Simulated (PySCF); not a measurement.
# SrCl⁻: the SCF solver's settings

The same problem is solved with other solver options, one edit a run.

The runs use PySCF 2.14.0; each script names its method and basis.

4 further runs of the same task are left out: 4 that didn't finish.

**1. The system as given**

SrCl⁻: 2 atoms, charge -1, spin multiplicity 1.

Bond lengths: Sr1–Cl2 2.585 Å.

**2. The base run**

Input file input.py:

```python
from pyscf import gto, scf, mcscf, mrpt

mol = gto.M(
    atom='Sr 0 0 0; Cl 0 0 2.585',
    basis='def2-svpd',
    ecp={'Sr': 'def2-svpd'},
    charge=-1,
    spin=0,
    symmetry=True,
    verbose=4,
)
mf = scf.RHF(mol)
mf.kernel()
mc = mcscf.CASSCF(mf, 6, 8)
mc.kernel()
mc.analyze()
mrpt.NEVPT(mc).kernel()
mf.dip_moment()
print('orbital energies (hartree):', mf.mo_energy[..., max(0, mol.nelec[1]-3):mol.nelec[0]+3].round(4))
```

The run is started by

```sh
$ python input.py
```

The log of this run is left out.

In short: E(SCF) = -489.812284 Eh, 11 cycles, E(CAS) − E(SCF) = -0.02253 Eh, NEVPT2 = -0.21961 Eh.

The bond length is a typed value, not an optimised one. The dipole of an ion depends on the origin.

**3. Second-order solver on**

Run 1 changes second-order solver: off → on.

Input file input.py:

```python
from pyscf import gto, scf, mcscf, mrpt

mol = gto.M(
    atom='Sr 0 0 0; Cl 0 0 2.585',
    basis='def2-svpd',
    ecp={'Sr': 'def2-svpd'},
    charge=-1,
    spin=0,
    symmetry=True,
    verbose=4,
)
mf = scf.RHF(mol)
mf = mf.newton()
mf.kernel()
mc = mcscf.CASSCF(mf, 6, 8)
mc.kernel()
mc.analyze()
mrpt.NEVPT(mc).kernel()
mf.dip_moment()
print('orbital energies (hartree):', mf.mo_energy[..., max(0, mol.nelec[1]-3):mol.nelec[0]+3].round(4))
```

The run is started by

```sh
$ python input.py
```

**4. Smearing width 0.001 hartree**

Run 2 changes smearing width: none → 0.001 hartree; step after the SCF: nevpt2 → none.

input.py, as its differences from that of step 2:

```diff
@@ -1,2 +1,2 @@
-from pyscf import gto, scf, mcscf, mrpt
+from pyscf import gto, scf
 
@@ -12,7 +12,4 @@
 mf = scf.RHF(mol)
+mf = scf.addons.smearing_(mf, sigma=0.001, method='fermi')
 mf.kernel()
-mc = mcscf.CASSCF(mf, 6, 8)
-mc.kernel()
-mc.analyze()
-mrpt.NEVPT(mc).kernel()
 mf.dip_moment()
```

**5. Level shift 0.5 hartree**

Run 3 changes level shift: none → 0.5 hartree.

input.py, as its differences from that of step 2:

```diff
@@ -12,2 +12,3 @@
 mf = scf.RHF(mol)
+mf.level_shift = 0.5
 mf.kernel()
```

**6. Damping 0.2**

Run 4 changes damping: none → 0.2.

input.py, as its differences from that of step 2:

```diff
@@ -12,2 +12,4 @@
 mf = scf.RHF(mol)
+mf.damp = 0.2
+mf.diis_start_cycle = 8
 mf.kernel()
```

**7. Initial guess atom**

Run 5 changes initial guess: minao → atom.

input.py, as its differences from that of step 2:

```diff
@@ -12,2 +12,3 @@
 mf = scf.RHF(mol)
+mf.init_guess = 'atom'
 mf.kernel()
```

**Question.** What will these runs give? Wanted: for each run, E(SCF); from base; gap; after the SCF.

**Answer**, as computed:

| run | E(SCF) (hartree) | from base (eV) | cycles | gap (eV) | after the SCF |
| --- | --- | --- | --- | --- | --- |
| base | -489.812284 | 0 | 11 | 3.87 | NEVPT2 correlation -6.589 eV (from the SCF energy, the CASSCF gain included) |
| second-order solver on | -489.812284 | 0.0000 | 4 macro | 3.87 | NEVPT2 correlation -6.589 eV (from the SCF energy, the CASSCF gain included) |
| smearing width 0.001 hartree | -489.812284 | 0.0000 | 11 | n/a | n/a |
| level shift 0.5 hartree | -489.812284 | 0.0000 | 40 | 3.87 | NEVPT2 correlation -6.589 eV (from the SCF energy, the CASSCF gain included) |
| damping 0.2 | -489.812284 | 0.0000 | 12 | 3.87 | NEVPT2 correlation -6.589 eV (from the SCF energy, the CASSCF gain included) |
| initial guess atom | -489.812284 | 0.0000 | 10 | 3.87 | NEVPT2 correlation -6.589 eV (from the SCF energy, the CASSCF gain included) |

Distance from each run's final energy (log10 hartree) by cycle:

| run | cycle 1 | cycle 2 | cycle 3 | cycle 5 | cycle 8 | cycle 12 |
| --- | --- | --- | --- | --- | --- | --- |
| base | -0.3 | -1.3 | -2.3 | -3.8 | -7.5 | done |
| second-order solver on | -1.3 | -6.0 | < -11 | done | done | done |
| smearing width 0.001 hartree | -0.3 | -1.2 | -2.4 | -4.0 | -7.3 | done |
| level shift 0.5 hartree | -0.5 | -0.9 | -1.1 | -1.3 | -1.8 | -2.6 |
| damping 0.2 | -0.3 | -1.8 | -2.5 | -3.4 | -4.7 | -10.8 |
| initial guess atom | -1.3 | -2.1 | -3.0 | -5.0 | -8.7 | done |

What this shows: The SCF energy stays the same, to the digits that matter, with second-order solver on or smearing width 0.001 hartree or level shift 0.5 hartree or damping 0.2 or initial guess atom. The base needs 11 cycles and the run with level shift 0.5 hartree needs 40.
